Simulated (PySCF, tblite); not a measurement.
**C3H10NOSi radical: geometry, infrared bands and EPR parameters**

Aim: predict the infrared bands and EPR parameters of C3H10NOSi radical (`[CH2]COC[SiH2]N`).

Programs: tblite 0.8.0 and PySCF 2.14.0, with density-fitted response routines of our own. Each step states its level of theory. These are calculated values for one molecule in the gas phase, unless marked as measured. Atoms are numbered from 0 throughout.

**1. The molecule as given**

16 atoms, charge 0, multiplicity 2; geometry from: force field or distance geometry start.

Bonds of the start (Å): C0–C1 1.54, C1–O2 1.36, O2–C3 1.37, C3–Si4 1.88, Si4–N5 1.77, C0–H6 1.11, C0–H7 1.11, C1–H8 1.12, C1–H9 1.11, C3–H10 1.12, C3–H11 1.11, Si4–H12 1.46, Si4–H13 1.46, N5–H14 1.04, N5–H15 1.02.

**2. Optimising the geometry with GFN2-xTB**

The job: settings as JSON, then the geometry in Å.

```
{"job": {"kind": "relax", "xc": "GFN2-xTB", "basis": "xTB"}, "charge": 0, "multiplicity": 2}
C      2.485600    -0.544100    -0.184800
C      1.702000     0.727700     0.173100
O      0.367900     0.522800     0.040600
C     -0.178400    -0.471900     0.806100
Si    -2.023600    -0.546000     0.438900
N     -2.461700     0.940800    -0.420300
H      3.237000    -0.332900    -0.975700
H      2.918100    -1.016600     0.726400
H      1.933800     1.037600     1.223100
H      2.036100     1.537000    -0.504600
H      0.274100    -1.447300     0.492200
H     -0.060800    -0.348300     1.900400
H     -2.336100    -1.764900    -0.301600
H     -2.799500    -0.605300     1.678000
H     -1.706800     1.360800    -0.999900
H     -3.395300     0.959700    -0.835900
```

Run with:

```
$ OMP_NUM_THREADS=1 python probes_run.py task.json out
```

One launch serves the whole session: the jobs run in the order shown.

**Question.** This job is followed by: GFN2-xTB harmonic vibrations, gas phase; UKS B3LYP, pcH-1 on C H N O Si, non-relativistic, mean-field spin-orbit, GIAO. Predict these results of the whole session: strongest single infrared mode (GFN2-xTB); zero-point energy (GFN2-xTB); g(iso) (B3LYP); ⟨S²⟩; largest a(iso) (averaged by class); potential on the surface of density 0.002 e/bohr³, 1st and 99th percentile.

**Answer**, as computed:

```
                                                                  quantity                    value
                                 strongest single infrared mode (GFN2-xTB)    2184 cm⁻¹, 400 km/mol
                                              zero-point energy (GFN2-xTB)            76.5 kcal/mol
                                                            g(iso) (B3LYP)                  2.00266
                                                                      ⟨S²⟩       0.754 (exact 0.75)
                                        largest a(iso) (averaged by class)  1H on H8, H9, 114.0 MHz
potential on the surface of density 0.002 e/bohr³, 1st and 99th percentile       -1.36 V and 1.38 V
```

In words: The optimisation took 156 steps and gained 0.727 eV; among the close pairs (by a distance rule), C0–C1 changed most, from 1.536 to 1.473 Å. All 42 modes are real, so the xTB geometry is a minimum. The strongest single mode, at 2184 cm⁻¹, moves mainly H12. GFN2-xTB is a fitted tight-binding method: band positions and strengths are rough. Its intensities can rank the bands wrongly. Most of the unpaired spin sits on C0 (1.07 e). The isotropic g lies 0.3 ppt above the free-electron value. These values are for one conformer; the search (at its own cheap level) found 1 more, at 0.11 kcal/mol, and measured spectra average over such forms.
